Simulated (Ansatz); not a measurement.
# YbBi2ClO4: the cost of one run

Program: Ansatz 0.2.0 through its Python package. The levels of theory stand in the script. These are calculated values, not measurements.

## (1) The structure

The structure is tetragonal, space group P4/mmm (No. 123). Conventional cell: a = 3.827 Å, b = 3.827 Å, c = 8.856 Å, α = 90.00°, β = 90.00°, γ = 90.00°. Around Yb (site symmetry 4/mmm) lie 8 O at 2.34 Å. Bi (site symmetry 4mm) is surrounded by 4 O at 2.22 Å and 4 Cl at 3.33 Å. Cl (site symmetry 4/mmm) has 8 Bi at 3.33 Å in its first shell of neighbours. O (site symmetry 2mm) is surrounded by 2 Bi at 2.22 Å and 2 Yb at 2.34 Å.

The script holds or builds the structure itself.

## (2) The code

The input, lattice_ybbi2clo4.py:

```python
'''Relaxed cell of YbBi2ClO4 under several functionals.'''

import ansatz as az
import numpy as np

def edges_and_angles(cell):
    cell = np.asarray(cell)
    a, b, c = np.linalg.norm(cell, axis=1)
    cosines = cell[1] @ cell[2] / (b * c), cell[0] @ cell[2] / (a * c), cell[0] @ cell[1] / (a * b)
    return (a, b, c, *np.degrees(np.arccos(cosines)))

cell = (
    az.Lattice.from_parameters(3.8271, 3.8271, 8.856, alpha=90, beta=90, gamma=90)
    .space_group(123, hermann_mauguin='P4/mmm')
    .atom('Yb', (0.0, 0.0, 0.0))
    .atom('Bi', (0.5, 0.5, 0.7194))
    .atom('Cl', (0.0, 0.0, 0.5))
    .atom('O', (0.5, 0.0, 0.847))
)

setup = (
    cell.calculation()
    .basis(320, density_ratio=4)
    .scf(tolerance=1e-07)
    .mixing('msr1')
    .kpoints(7, 7, 3)
    .occupations('methfessel_paxton', width=0.3)
    .relax(cell=True, force_tolerance=0.05)
)

levels = [('blyp', 'd3bj'), ('lda', 'none'), ('pbesol', 'none')]
print('level            a       b       c    alpha   beta  gamma  V/atom  steps')
for name, dispersion in levels:
    seen = []
    run = setup.functional(name, dispersion=dispersion).session().plan()
    out = run.execute(on_event=lambda e: seen.append(e) if e['event'] == 'relax_step' else None)
    cell = out.lattice.cell_ang
    label = name if dispersion == 'none' else f'{name}+{dispersion}'
    print('{:13s} {:7.4f} {:7.4f} {:7.4f} {:6.2f} {:6.2f} {:6.2f}'.format(label, *edges_and_angles(cell)), f'{abs(np.linalg.det(cell)) / len(out.lattice.sites):7.3f} {len(seen):5d}')
```

## (3) Launch

Run with:

```bash
$ python lattice_ybbi2clo4.py
```

**Question.** How long does this script take on 1 thread of AMD EPYC 9R45 (Zen 5), shared host, and how much memory does it need?

About 96 s, with a peak of 0.56 GiB.
